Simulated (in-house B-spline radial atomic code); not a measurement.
**Excitations of Pm³³⁺ as exact exchange is dialled in**

An exercise on one series of results from a longer session: the logs are not shown, and one member is left open.

Method: linear response of a closed shell, each method with its own adiabatic kernel; spin-free one-electron X2C, finite nucleus; B-spline basis; no spin-orbit coupling, no double excitations; only terms of natural parity, (−1)^L, with L up to 3 are computed. Code: in-house B-spline radial atomic code version 1.

### The atom as given

- element: promethium (Z = 61)
- charge: +33
- configuration: [Ar] 3d10
- runs: 0 % exact exchange; 10 % exact exchange; 20 % exact exchange; 30 % exact exchange; 40 % exact exchange; 50 % exact exchange; 60 % exact exchange; 70 % exact exchange; 80 % exact exchange; 90 % exact exchange; 100 % exact exchange

The outer shells:

Pm³³⁺
```
[Ar] core
3d [↑↓][↑↓][↑↓][↑↓][↑↓]
```

The first run:

Input settings:

```ini
Z = 61
electrons = 28.0
configuration = [Ar] 3d10
hamiltonian = x2c
method = pbeh
box_radius = 3.74
exact_exchange_fraction = 0.0
rms_radius = 4.961999461404065
intervals = 64
```

The run is started by

```sh
$ python run_td.py task.json out
```

The settings of every run stand in task.json; they run in order.

Steps of the session up to this table: 0 % exact exchange.

One of the session's tables, all rows but one given; the rest of the session is left out.

It belongs to the step «0 % exact exchange». 

| state | full (eV) | Tamm-Dancoff (eV) |
| --- | --- | --- |
| 3d→4s ³D | 876.62 | 876.63 |
| 3d→4s ¹D | 878.83 | 878.84 |
| 3d→4p ³P | ? | ? |
| 3d→4p ³F | 968.31 | 968.32 |
| 3d→4p ¹F | 970.38 | 970.38 |
| 3d→4p ¹P | 974.55 | 974.68 |
| 3d→4d ³S | 1088.0 | 1088.1 |
| 3d→4d ³D | 1092.3 | 1092.3 |
| 3d→4d ¹D | 1096.5 | 1096.5 |
| 3d→4d ¹S | 1132.2 | 1134.2 |
| 3p→4s ³P | 1204.2 | 1204.2 |
| 3p→4s ¹P | 1207.8 | 1207.8 |
| 3d→4f ³P | 1209.8 | 1209.8 |
| 3d→4f ³F | 1211.7 | 1211.7 |

Q: Estimate the row for 3d→4p ³P from the others.

**Answer.** full (eV): 967.70; Tamm-Dancoff (eV): 967.72. In the column «full (eV)» it lies between 3d→4s ¹D (878.83) and 3d→4p ³F (968.31).
